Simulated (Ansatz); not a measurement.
**C2HFSe (SMILES FC#C[SeH]): one structure at several levels**

An exercise on one series of results from a longer session: the logs are not shown, and one member is left open.

The runs use Ansatz 0.2.0, Gaussian basis; single points in def2-TZVPP.

Cores are frozen in the correlated methods. Filled d shells of the heavier atoms are correlated.

## The starting structure

SMILES `FC#C[SeH]`, 5 atoms, charge 0, spin multiplicity 1.

Atoms are counted from 1 here; the program's logs count them from 0.

Bond lengths: F1–C2 1.357 Å, C2–C3 1.278 Å, C3–Se4 1.511 Å, Se4–H5 1.487 Å. Angles: F1–C2–C3 173.9°, C2–C3–Se4 175.2°, C3–Se4–H5 94.1°.

As a file:

```mol
C2HFSe
  3D, bonds by distance, orders not assigned

  5  4  0  0  0  0  0  0  0  0999 V2000
    1.4716   -1.3808    1.4825 F   0  0
    0.6024   -0.7702    0.6385 C   0  0
   -0.1157   -0.1932   -0.2473 C   0  0
   -0.8599    0.5502   -1.3321 Se  0  0
   -0.7390    1.8710   -0.6596 H   0  0
  1  2  8  0
  2  3  8  0
  3  4  8  0
  4  5  8  0
M  END
```

The first run:

Input file run/in.yaml:

```yaml
crystal:
  periodic: [false, false, false]
  atoms:
    - {symbol: F, position_ang: [1.471600, -1.380800, 1.482500]}
    - {symbol: C, position_ang: [0.602400, -0.770200, 0.638500]}
    - {symbol: C, position_ang: [-0.115700, -0.193200, -0.247300]}
    - {symbol: Se, position_ang: [-0.859900, 0.550200, -1.332100]}
    - {symbol: H, position_ang: [-0.739000, 1.871000, -0.659600]}
basis:
  gaussian: {orbitals: def2-TZVPP}
correlation: {method: ccsd_t}
output: {forces: true}
```

No record of the launch command was kept for these runs.

Steps of the session up to this table: CCSD(T)/def2-TZVPP; PBE0-D4/def2-TZVPP; wB97M-V/def2-TZVPP; r2SCAN-D4/def2-TZVPP; PBE-D4/def2-TZVPP; wB97X-V/def2-TZVPP; r2SCAN0-D4/def2-TZVPP.

One of the session's tables, all rows but one given; the rest of the session is left out.

| method | RMS force component (eV/Å) | angle to CCSD(T) forces (°) | dipole (D) |
| --- | --- | --- | --- |
| CCSD(T) | 7.519 | reference | 0.99 |
| PBE0-D4 | 7.461 | 2.2 | 1.09 |
| wB97M-V | 7.745 | 2.7 | 1.06 |
| r2SCAN-D4 | 7.250 | 1.5 | 1.02 |
| PBE-D4 | 7.114 | 1.5 | 0.99 |
| wB97X-V | ? | ? | ? |
| r2SCAN0-D4 | 7.545 | 3.1 | 1.11 |

Estimate the missing values for wB97X-V.

The run gave: RMS force component (eV/Å): 7.772; angle to CCSD(T) forces (°): 2.6; dipole (D): 1.04. In the column «RMS force component (eV/Å)» it is the highest.
